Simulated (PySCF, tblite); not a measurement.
# C₆H₇B− (doublet): geometry, infrared bands and EPR parameters

Aim: predict the infrared bands and EPR parameters of C₆H₇B− (doublet) (`[BH2-]c1ccccc1`).

Computed with tblite 0.8.0 and PySCF 2.14.0, with density-fitted response routines of our own, on a single molecule in the gas phase. Atoms are numbered from 0 throughout.

## Step 1: The starting structure

14 atoms, charge -1, multiplicity 2; geometry from: GFN2-xTB.

Bonds of the start (Å): B0–C1 1.50, C1–C2 1.43, C2–C3 1.37, C3–C4 1.40, C4–C5 1.40, C5–C6 1.37, C6–C1 1.44, B0–H7 1.20, B0–H8 1.20, C2–H9 1.09, C3–H10 1.09, C4–H11 1.08, C5–H12 1.09, C6–H13 1.09.

## Step 2: Vibrational analysis with GFN2-xTB

What the job is given:

```
{"job": {"kind": "ir", "xc": "GFN2-xTB", "basis": "xTB"}, "charge": -1, "multiplicity": 2}
B      2.183215    -0.087703     1.034425
C      0.830213    -0.034161     0.393069
C     -0.037383    -1.172388     0.289147
C     -1.270146    -1.123163    -0.298124
C     -1.766685     0.070660    -0.841712
C     -0.955497     1.212157    -0.762845
C      0.278060     1.161448    -0.177285
H      2.882784     0.881905     1.103646
H      2.617412    -1.099961     1.503768
H      0.314901    -2.114194     0.703182
H     -1.886558    -2.021030    -0.349729
H     -2.746366     0.110024    -1.306169
H     -1.324985     2.150032    -1.178987
H      0.880357     2.065901    -0.134553
```

**Question.** This job is followed by: PBE0-D3(BJ)/def2-SVP geometry optimisation, gas phase; UKS B3LYP, IGLO-III on B C, pcH-1 on H, non-relativistic, mean-field spin-orbit, GIAO. Predict these results of the whole session: strongest single infrared mode (GFN2-xTB); zero-point energy (GFN2-xTB); point group; rotational constants (main isotopes); g(iso) (B3LYP); ⟨S²⟩; largest a(iso) (averaged by class).

The runs gave:

| quantity | value |
| --- | --- |
| strongest single infrared mode (GFN2-xTB) | 2379 cm⁻¹, 690 km/mol |
| zero-point energy (GFN2-xTB) | 65.3 kcal/mol |
| point group | C2v |
| rotational constants (main isotopes) | 5.57, 2.60, 1.77 GHz |
| g(iso) (B3LYP) | 2.00250 |
| ⟨S²⟩ | 0.763 (exact 0.75) |
| largest a(iso) (averaged by class) | 1H on H7, H8, -29.1 MHz |

All 36 modes are real, so the xTB geometry is a minimum. The strongest single mode, at 2379 cm⁻¹, moves mainly H8 and H7. Unscaled tight-binding wavenumbers are off by several per cent, some by more. Its intensities can rank the bands wrongly. Over 3 steps the energy fell by 0.057 eV; of the close pairs, B0–H8 changed most, 1.197 to 1.228 Å. The largest share of the spin, 0.65 e, sits on B0. The isotropic g lies 0.2 ppt above the free-electron value.
